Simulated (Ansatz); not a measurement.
# ScAl3: the cost of one run

Program: Ansatz 0.2.0. Level of theory: DFT r²SCAN, scalar-relativistic, plane waves, PAW. These are calculated values, not measurements.

**1. The system as given**

It takes space group Pm-3m (No. 221, cubic). Conventional cell: a = 4.085 Å, b = 4.085 Å, c = 4.085 Å, α = 90.00°, β = 90.00°, γ = 90.00°. Around Sc (site symmetry m-3m) lie 12 Al at 2.89 Å. Around Al (site symmetry 4/mmm) lie 4 Sc at 2.89 Å and 8 Al at 2.89 Å.

As a file:

```
CELL_PARAMETERS angstrom
4.08534 0.00000 0.00000
0.00000 4.08534 0.00000
0.00000 0.00000 4.08534
ATOMIC_POSITIONS crystal
Sc 0.00000 0.00000 0.00000
Al 0.50000 0.00000 0.50000
Al 0.00000 0.50000 0.50000
Al 0.50000 0.50000 0.00000
```

An earlier run at r²SCAN left this cell at 17.046 Å³/atom and 0.00 GPa (10×10×10 mesh).

Volume factors to run: 0.980, 1.020, 0.960, 1.040.

**2. Volume × 0.980**

input.yaml

```yaml
crystal:
  lattice:
    - [4.057924376, 0.0, 0.0]
    - [0.0, 4.057924376, 0.0]
    - [0.0, 0.0, 4.057924376]
  atoms:
    - { symbol: Sc, position: [0.0, 0.0, 0.0] }
    - { symbol: Al, position: [0.5, 0.0, 0.5] }
    - { symbol: Al, position: [0.0, 0.5, 0.5] }
    - { symbol: Al, position: [0.5, 0.5, 0.0] }
basis:
  ecutwfc: 500
  ecutrho_ratio: 4
kpoints:
  mp_grid: { grid: [10, 10, 10] }
hamiltonian:
  xc: r2scan
scf:
  occupations: { method: gaussian, width: 0.05 }
output:
  forces: true
  stress: true
  eigenvalues: true
```

Started as:

```
$ ansatz run input.yaml --threads 2 --pin off --max-ram 5120MiB --backend cpu --events-out ev --progress --plain --runs-dir out
```

Q: Estimate wall time and peak memory on 2 threads of Intel Xeon at 2.50GHz (Skylake/Cascade Lake), shared host.

About 17 s, with a peak of 0.49 GiB.
